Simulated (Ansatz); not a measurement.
# Ga: structure and electronic properties

One table from this session's results is given with a row withheld; the runs are named, their logs left out.

Computed with Ansatz 0.2.0 (DFT PBEsol, scalar-relativistic, plane waves, PAW, unless a step's input says otherwise).

## The starting structure

The structure is cubic, space group I-43d (No. 220). The conventional cell has a = 5.951 Å, b = 5.951 Å, c = 5.951 Å, α = 90.00°, β = 90.00°, γ = 90.00°. Ga (site symmetry -4) has 8 Ga at 2.78 Å in its first shell of neighbours.

As a file:

```
Ga
1.0
    -2.97550    2.97550    2.97550
     2.97550   -2.97550    2.97550
     2.97550    2.97550   -2.97550
Ga
6
Cartesian
  2.2316 0.0000 1.4877
  1.4877 2.2316 0.0000
  0.7439 0.0000 4.4633
  4.4632 0.7439 0.0000
  0.0000 1.4878 2.2316
  0.0000 4.4632 0.7439
```

Source of the structure: the Crystallography Open Database.

The first run:

(A quick probe on a coarse mesh, which set the mesh and smearing, is not shown.)

File input.yaml:

```yaml
crystal:
  lattice:
    - [-2.9755, 2.9755, 2.9755]
    - [2.9755, -2.9755, 2.9755]
    - [2.9755, 2.9755, -2.9755]
  atoms:
    - { symbol: Ga, position: [0.25, 0.625, 0.375] }
    - { symbol: Ga, position: [0.375, 0.25, 0.625] }
    - { symbol: Ga, position: [0.75, 0.875, 0.125] }
    - { symbol: Ga, position: [0.125, 0.75, 0.875] }
    - { symbol: Ga, position: [0.625, 0.375, 0.25] }
    - { symbol: Ga, position: [0.875, 0.125, 0.75] }
basis:
  ecutwfc: 420
kpoints:
  mp_grid: { grid: [8, 8, 8] }
hamiltonian:
  xc: pbesol
scf:
  occupations: { method: gaussian, width: 0.1 }
output:
  forces: true
  stress: true
  eigenvalues: true
relax:
  adjacent_minimum: "off"
  f_tol: 0.005
  max_steps: 80
  cell: { stress_tol: 0.05 }
```

Launch:

```bash
> ansatz run input.yaml --threads 1 --pin off --max-ram 2560MiB --backend cpu --events-out ev --progress --plain --runs-dir out
```

Steps of the session up to this table: Full relaxation; Static run: bands, density of states and charges; Volume × 0.97; Point at V/V0 = 1.03; Point at V/V0 = 0.94; Point at V/V0 = 1.06.

One of the session's tables, all rows but one given; the rest of the session is left out.

It belongs to the step «Fit of the equation of state». 

| volume (Å³/atom) | energy above the lowest point (meV/atom) | pressure (GPa) |
| --- | --- | --- |
| 16.653 | 13.2 | 4.28 |
| 17.185 | ? | ? |
| 17.716 | 0.0 | -0.05 |
| 18.248 | 2.9 | -1.69 |
| 18.779 | 10.9 | -3.07 |

**Question.** Estimate the row for volume (Å³/atom) = 17.185.

Worked estimate for «energy above the lowest point (meV/atom)». A straight line through the neighbours (16.653, 13.2) and (17.716, 0.0) gives 13.2 + (0.0 − 13.2) × (17.185 − 16.653) / (17.716 − 16.653) = 6.6; a parabola fitted to 3 rows on both sides gives 3.4.

As computed: energy above the lowest point (meV/atom): 3.0; pressure (GPa): 1.92. In «energy above the lowest point (meV/atom)» the line misses by +3.6 and the parabola by +0.4.
